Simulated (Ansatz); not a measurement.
# CH3AsN: the cost of one run

Method: RKS PBE0-D4/def2-SVPD, in Ansatz 0.2.0.

## 1. Starting point

Bond lengths: C1–N2 1.221 Å, N2–As3 2.188 Å, C1–H4 1.124 Å, As3–H5 1.515 Å, As3–H6 1.529 Å. Angles: C1–N2–As3 129.4°, N2–C1–H4 126.3°, N2–As3–H5 88.0°, N2–As3–H6 101.3°, H5–As3–H6 88.1°.

Coordinates:

```xyz
6

C    -0.6593   -1.5783   -0.4338
N    -0.7542   -0.4088   -0.7732
As   -0.1625    1.4026    0.3011
H    -0.2570   -1.9563    0.5449
H     0.8451    1.6619   -0.7998
H     0.9878    0.8790    1.1608
```

## 2. End point A

The input, input.yaml:

```yaml
crystal:
  periodic: [false, false, false]
  atoms:
    - { symbol: C, position_ang: [-0.65925, -1.57834, -0.43376] }
    - { symbol: "N", position_ang: [-0.7542, -0.40882, -0.77315] }
    - { symbol: As, position_ang: [-0.16251, 1.40258, 0.30111] }
    - { symbol: H, position_ang: [-0.25702, -1.95627, 0.54487] }
    - { symbol: H, position_ang: [0.84515, 1.66188, -0.79985] }
    - { symbol: H, position_ang: [0.98783, 0.87897, 1.16077] }
total_charge: -1
basis:
  gaussian: { orbitals: def2-SVPD }
hamiltonian:
  xc: pbe0
  dispersion: d4
relax:
  f_tol: 0.015
  max_steps: 40
output:
  orbitals: {}
```

Run with:

```sh
ansatz run input.yaml --threads 2 --pin off --max-ram 3072MiB --backend cpu --events-out ev --progress --plain --runs-dir out
```

Q: Estimate wall time and peak memory on 2 threads of Intel Xeon Platinum 8488C (Sapphire Rapids), shared host.

About 44 s, with a peak of 0.25 GiB.
